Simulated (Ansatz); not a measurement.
# H3HfN: the cost of one run

The runs use Ansatz 0.2.0, Gaussian basis; def2-TZVPP, core rule «outside noble gas», up to 5 orbitals frozen.

Plan: UHF; CCSD(T) on ROHF; CCSD(T) on UHF; CCSDT(Q) on ROHF; CCSDT(Q) on UHF.

4 further runs of the same task are left out: 1 for a known fault of the program, 3 set aside as unsound or not needed.

**1. The geometry**

The geometry is a PBE0/def2-TZVP stationary point (not a proven minimum) of the parent state, kept for this charge and spin. No spin-orbit coupling is included. Elements past krypton take def2 core potentials.

5 atoms, charge 1, spin multiplicity 2.

Atoms are counted from 1 here; the program's logs count them from 0.

Bond lengths: Hf1–N2 2.287 Å, N2–H3 1.022 Å, N2–H4 1.022 Å, N2–H5 1.022 Å. Angles: Hf1–N2–H3 112.8°, Hf1–N2–H4 112.8°, Hf1–N2–H5 112.8°, H3–N2–H4 105.9°, H3–N2–H5 105.9°, H4–N2–H5 105.9°.

**2. UHF**

Input file in.yaml:

```yaml
crystal:
  periodic: [false, false, false]
  atoms:
    - {symbol: Hf, position_ang: [-0.205366, 0.001455, 0.001185]}
    - {symbol: N, position_ang: [2.081933, -0.014754, -0.012017]}
    - {symbol: H, position_ang: [2.471954, -0.958912, -0.010016]}
    - {symbol: H, position_ang: [2.486655, 0.456791, 0.798786]}
    - {symbol: H, position_ang: [2.477192, 0.449427, -0.831689]}
basis:
  gaussian: {orbitals: def2-TZVPP}
total_charge: 1
magnetization: {spin_polarized: true, initial_magnetization: 1}
hamiltonian: {xc: hf}
output: {orbitals: {seedname: orbitals}}
```

Launch:

```console
$ ansatz run in.yaml --threads 1 --pin off --events-out ev --progress --plain --max-ram 4096MiB --backend cpu
```

What time and memory should one allow on 1 thread of AMD EPYC 7R13, shared host?

About 29 s, with a peak of 0.31 GiB.
